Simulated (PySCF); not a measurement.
# [Pm(H2O)]3+: other functionals and bases at one geometry

One table from this session's results is given with a row withheld; the runs are named, their logs left out.

The runs use PySCF 2.14.0; several levels, as the steps say, no spin–orbit coupling.

1 further run of the same task is left out (for a known fault of the program).

**Where the work starts**

4 atoms, charge 3, spin multiplicity 1.

Bond lengths: Pm1–O2 2.247 Å, O2–H3 1.000 Å, O2–H4 1.000 Å. Angles: Pm1–O2–H3 128.9°, Pm1–O2–H4 128.9°, H3–O2–H4 102.2°.

Geometry (Å):

```xyz
4
charge 3, multiplicity 1
Pm    0.00000    0.00000   -0.10635
O     0.00000    0.00000    2.14028
H     0.77841    0.00000    2.76849
H    -0.77841    0.00000    2.76849
```

Formal oxidation states: Pm +3. Each metal's 4 4f electrons lie in its core potential, so multiplicities, spins and levels count the valence alone. An earlier session relaxed this geometry at PBE0, Pm lcecp-1-SVP with ECP50, O def2-SVP, H def2-SVP (singlet, point group C2v).

At PBE0 on the finer grid: E = -109.077539 Eh, HOMO -27.75 eV, LUMO -20.38 eV, Mulliken charge on Pm1 +2.58 e, largest force component 0.002 eV/Å. 

Levels to run: M06-L; TPSSh; PBE0, TZVP. Hardware: 2 threads of Arm Neoverse V1, shared host.

The first run:

Input file run.py (the lines that set the calculation):

```python
mol = gto.M(atom='''
Pm     0.00000     0.00000    -0.10635
O      0.00000     0.00000     2.14028
H      0.77841     0.00000     2.76849
H     -0.77841     0.00000     2.76849''',
    basis={'Pm': 'lcecp-1-SVP', 'O': 'def2-SVP', 'H': 'def2-SVP'},
    ecp={'Pm': 'lcecp-1-SVP'},
    charge=3, spin=0)
mf = dft.RKS(mol, xc='M06L')
mf.grids.atom_grid = (75, 302)  # f atoms: unpruned, at least (60, 302)
mf = mf.density_fit()  # fitting sets: Pm AutoAux, O def2-universal-JKFIT, H def2-universal-JKFIT
mf.conv_tol = 1e-08; mf.max_cycle = 55
mf.kernel(dm0)  # dm0: the density of the relaxed state
```

Started as:

```sh
$ OMP_NUM_THREADS=2 python run.py
```

Among the steps run: M06-L; TPSSh; PBE0, TZVP.

One table of the session follows, with a row left open; its other results are not shown here.

| level | HOMO (eV) | gap (eV) | charge on Pm1 (e) | dipole (D) | largest force component (eV/Å) |
| --- | --- | --- | --- | --- | --- |
| PBE0 (relaxed here) | -27.75 | 7.37 | 2.58 | 2.77 | 0.00 |
| M06-L | -26.28 | 5.51 | 2.60 | 2.69 | 0.33 |
| TPSSh | -26.78 | 6.02 | 2.56 | 2.87 | 0.21 |
| PBE0, TZVP | ? | ? | ? | ? | ? |

Estimate the missing values for PBE0, TZVP.

The run gave: HOMO (eV): -27.74; gap (eV): 7.40; charge on Pm1 (e): 2.65; dipole (D): 2.83; largest force component (eV/Å): 0.26. In the column «HOMO (eV)» it lies between PBE0 (relaxed here) (-27.75) and TPSSh (-26.78).

The dipole of a charged species depends on the origin, so these sizes hold for this origin alone.

In one basis the HOMO–LUMO gap runs from 5.51 eV (M06-L) to 7.37 eV (PBE0). The largest leftover force, 0.33 eV/Å with M06-L, stands at a geometry relaxed at another level. With 4f in the core, its levels are missing from HOMO and gap, and its count is fixed, so no charge can pass from the ligands into it. Total energies of different levels can't be compared.
